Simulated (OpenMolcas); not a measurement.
# One shape, several levels: CH3BFN (SMILES FB1CN1)

Aim: a comparison of 6 runs (HF/def2-SVP, B3LYP/6-31G*, PBE/6-311+G**, MP2/Ahlrichs_VDZ, MP2/def2-SVP, ACPF/ANO-L-MB) of CH3BFN. 

The results are computed with OpenMolcas 26.06.

13 further runs of the same task are left out: 2 that didn't finish, 11 set aside as unsound or not needed.

### Step 1. Starting point

The species is CH3BFN (7 atoms), meant as a singlet with charge 0. SMILES: `FB1CN1`. The shape is that of a GFN2-xTB optimisation.

Bond lengths: F1–B2 1.315 Å, B2–C3 1.544 Å, B2–N4 1.347 Å, C3–N4 1.483 Å, C3–H5 1.086 Å, C3–H6 1.086 Å, N4–H7 0.999 Å. Some angles: F1–B2–C3 156.4°, F1–B2–N4 142.3°, C3–B2–N4 61.3°, B2–C3–N4 52.8°, B2–N4–C3 65.9°, B2–C3–H5 123.0°, B2–C3–H6 123.0°, N4–C3–H5 115.5°, N4–C3–H6 115.5°, B2–N4–H7 162.3°.

### Step 2. Energy and forces at HF/def2-SVP (run 1)

mol.inp

```
* CH3BFN Hartree-Fock

&GATEWAY
  BasLib = $CurrDir
  BasisSet
  F.def2-SVP....
  F1 -1.060140 -1.918940 0.542260 angstrom
  End of Basis
  BasisSet
  B.def2-SVP....
  B2 -0.444800 -0.802660 0.217590 angstrom
  End of Basis
  BasisSet
  C.def2-SVP....
  C3 0.395680 0.469850 0.455770 angstrom
  End of Basis
  BasisSet
  N.def2-SVP....
  N4 -0.188460 0.008270 -0.827370 angstrom
  End of Basis
  BasisSet
  H.def2-SVP....
  H5 1.480750 0.461370 0.504970 angstrom
  H6 -0.022300 1.389300 0.855990 angstrom
  H7 -0.160720 0.392820 -1.749210 angstrom
  End of Basis

&SEWARD

&SCF
  Thresholds = 1e-10 1e-07 1e-07 1e-05
  PrOrbitals = 0

&ALASKA
```

The basis set def2-SVP is read from a file made from the Basis Set Exchange's data (not shown).

On the command line:

```console
$ export MOLCAS_MEM=1860
$ pymolcas mol.inp > mol.log
```

Log:

```text
--- Start Module: gateway ---
[...]
--- Stop Module: gateway /rc=_RC_ALL_IS_WELL_ ---
[...]
      Basis functions           71
[...]
--- Start Module: scf ---
[...]
       Convergence after  13 Iterations
[...]
::    Total SCF energy                               -218.0448276714
[...]
      Total spin, S                                     0.0000000000
[...]
      Total electronic charge=   30.000000
      Total            charge=   -0.000000
[...]
      Dipole Moment (debye):
      Origin of the operator (angstrom)=   -0.3662   -0.6315    0.1049
                   X=  6.8033E-01               Y=  1.4565E+00               Z= -1.0009E+00           Total=  1.8937E+00
      Quadrupole Moment (debye*angstrom):
[...]
--- Stop Module: scf /rc=_RC_ALL_IS_WELL_ ---
[...]
--- Start Module: alaska ---
[...]
 *              Molecular gradients               *
 **************************************************
  Irreducible representation: a
 ------------------------------------------------------------------------------------------
                              X                       Y                       Z
 ------------------------------------------------------------------------------------------
  F1               -5.67599789757889E-03   -8.20153793576317E-03   -2.07838960782070E-03
  B2                4.95345865395425E-03    2.60063177757175E-03    1.33209459270613E-02
  C3               -1.75116953823107E-04   -1.34985682904620E-03    2.57356708195910E-03
  N4                8.05302512428135E-05    1.98797117601623E-03   -4.41570961049820E-03
  H5               -2.45129442890102E-03    1.82270944932594E-03   -2.28762418039702E-03
  H6                1.74629458030218E-03   -6.94414977843838E-04   -3.15318046422863E-03
  H7                1.52212579482999E-03    3.83449733973307E-03   -3.95960914599058E-03
 ------------------------------------------------------------------------------------------
--- Stop Module: alaska /rc=_RC_ALL_IS_WELL_ ---
[...]
```

It took 4.2 s on 1 thread of Arm Neoverse V2, shared host; peak memory 0.42 GiB.

### Step 3. Energy and forces at B3LYP/6-31G(d) (spherical functions) (run 2)

geom.xyz

```xyz
7

F     -1.060140    -1.918940     0.542260
B     -0.444800    -0.802660     0.217590
C      0.395680     0.469850     0.455770
N     -0.188460     0.008270    -0.827370
H      1.480750     0.461370     0.504970
H     -0.022300     1.389300     0.855990
H     -0.160720     0.392820    -1.749210
```

calc.inp

```
>>> EXPORT MOLCAS_PRINT=2

&gateway
 baslib
 $CurrDir
 coord
 geom.xyz
 basis
 6-31Gs
 group
 NoSym

&seward
 gridinput
 Grid=UltraFine
 End of Grid

&scf
 ksdft
 B3LYP
 thresholds
 1e-10 1e-07 1e-07 1e-05
 prorbitals
 1 2

&alaska
```

The basis set 6-31G* is read from a file made from the Basis Set Exchange's data (not shown).

On the command line:

```console
$ export MOLCAS_MEM=1860
$ pymolcas calc.inp > calc.log
```

Log:

```text
--- Start Module: gateway ---
[...]
--- Stop Module: gateway /rc=_RC_ALL_IS_WELL_ ---
[...]
      Basis functions           62
[...]
--- Start Module: scf ---
[...]
       Convergence after  15 Iterations
[...]
::    Total KS-DFT energy                            -219.3753534995
[...]
      Total spin, S                                     0.0000000000
[...]
      Total electronic charge=   30.000000
      Total            charge=   -0.000000
[...]
      Dipole Moment (debye):
      Origin of the operator (angstrom)=   -0.3662   -0.6315    0.1049
                   X=  4.9128E-01               Y=  1.1894E+00               Z= -1.0966E+00           Total=  1.6907E+00
      Quadrupole Moment (debye*angstrom):
[...]
--- Stop Module: scf /rc=_RC_ALL_IS_WELL_ ---
[...]
--- Start Module: alaska ---
[...]
 *              Molecular gradients               *
 **************************************************
  Irreducible representation: a
 ------------------------------------------------------------------------------------------
                              X                       Y                       Z
 ------------------------------------------------------------------------------------------
  F1                2.14024213925246E-03    5.54234152753352E-03   -5.10927942427752E-03
  B2                1.43789709764036E-03   -1.15225996917712E-04    5.72637719416669E-03
  C3               -4.00202559029328E-03   -4.36441385511177E-03   -5.80448666833622E-03
  N4                3.35002615864808E-03    3.70165470952699E-03    4.63375093788443E-03
  H5               -5.91045953566560E-03    1.14374888140886E-03   -2.31533077550994E-03
  H6                2.51818000812554E-03   -3.99733445668682E-03   -4.16580612328477E-03
  H7                4.66139722318917E-04   -1.91077080976765E-03    7.03477485934645E-03
 ------------------------------------------------------------------------------------------
--- Stop Module: alaska /rc=_RC_ALL_IS_WELL_ ---
[...]
```

It took 17 s on 1 thread of Arm Neoverse V2, shared host; peak memory 0.4 GiB.

Runs 3 to 5 aren't shown in full; the table further down has their settings and results.

### Step 4. The energy at ACPF/ANO-L-MB (run 6)

coord.xyz

```xyz
7

F     -1.060140    -1.918940     0.542260
B     -0.444800    -0.802660     0.217590
C      0.395680     0.469850     0.455770
N     -0.188460     0.008270    -0.827370
H      1.480750     0.461370     0.504970
H     -0.022300     1.389300     0.855990
H     -0.160720     0.392820    -1.749210
```

mol.input

```
>>> EXPORT MOLCAS_PRINT=2

&GATEWAY
 COORD
 coord.xyz
 BASIS
 ANO-L-MB
 GROUP
 NoSym

&SEWARD

&SCF
 ITERATIONS
 76
 CORE
 PRORBITALS
 1 1

&MOTRA
 FROZEN
 4

&GUGA
 ELECTRONS
 22
 SPIN
 1
 INACTIVE
 11
 ACTIVE
 0
 CIALL
 1

&CPF
 ACPF
```

On the command line:

```console
$ export MOLCAS_MEM=1860
$ pymolcas mol.input > mol.log
```

Log:

```text
--- Start Module: gateway ---
[...]
--- Stop Module: gateway /rc=_RC_ALL_IS_WELL_ ---
[...]
      Basis functions           23
[...]
       Convergence after  14 Iterations
[...]
::    Total SCF energy                               -217.8792653395
[...]
      Total spin, S                                     0.0000000000
[...]
      *** WARNING: Default frozen orbitals is overwritten by user input.
      *** Default values:   4
[...]
--- Start Module: guga ---
[...]
--- Stop Module: guga /rc=_RC_ALL_IS_WELL_ ---
--- Start Module: cpf ---
[...]
      Active orbitals                            0       0
[...]
      Spin quantum number                      0.0
[...]
     FINAL ACPF ENERGY        -218.06189928
     FINAL CORRELATION ENERGY   -0.18263394  REFERENCE ENERGY    -217.87926534
[...]
      Title:  ACPF natural orbitals
[...]
      Total electronic charge=   30.000000
      Total            charge=    0.000000
[...]
      Dipole Moment (debye):
      Origin of the operator (angstrom)=   -0.3662   -0.6315    0.1049
                   X=  6.1293E-01               Y=  1.5712E+00               Z= -1.5887E+00           Total=  2.3170E+00
      Quadrupole Moment (debye*angstrom):
[...]
--- Stop Module: cpf /rc=_RC_ALL_IS_WELL_ ---
[...]
```

Run time: 2.2 s. Hardware: 1 thread of Arm Neoverse V2, shared host; peak memory 0.37 GiB.

### Step 5. All runs side by side

```
run                               level  integration grid      task  energy (Eh)  dipole moment (D) of the reference  HOMO energy (eV)  LUMO energy (eV)  wall time
  1                         HF/def2-SVP                 –  gradient  -218.044828                                1.89            -11.02              4.79      4.2 s
  2  B3LYP/6-31G* (spherical functions)         UltraFine  gradient  -219.375353                                1.69             -7.11              1.57       17 s
  3                       PBE/6-311+G**         UltraFine  gradient  -219.194824                                1.89             -6.41             -0.54       38 s
  4                    MP2/Ahlrichs_VDZ                 –    energy  -218.313770                                2.34            -11.27              4.66      1.5 s
  5                        MP2/def2-SVP                 –    energy  -218.610240                                1.89            -11.02              4.79      3.6 s
  6                       ACPF/ANO-L-MB                 –    energy  -218.061899                                2.01            -13.22              3.06      2.2 s
```

### Step 6. Summary of results

```
                                          quantity          value
                               run 6: total energy  -218.06190 Eh
         run 6: dipole moment (mean-field density)         2.01 D
        run 6: HOMO energy (Hartree–Fock orbitals)      -13.22 eV
        run 6: LUMO energy (Hartree–Fock orbitals)        3.06 eV
      run 6: HOMO–LUMO gap (Hartree–Fock orbitals)       16.28 eV
run 6: correlation energy (4 core orbitals frozen)     -182.6 mEh
```

Over runs 1, 2, 3 the dipole moment (its size) runs from 1.69 D (B3LYP/6-31G*) to 1.89 D (HF/def2-SVP). The two ends differ in method and basis. Over runs 1, 2, 3 the HOMO–LUMO gap runs from 5.87 eV (PBE/6-311+G**) to 15.82 eV (HF/def2-SVP). Totals of different functionals can't be ranked against each other. In run 6 the basis is minimal, so the values are rough. All runs together took 67 s, the longest 38 s.
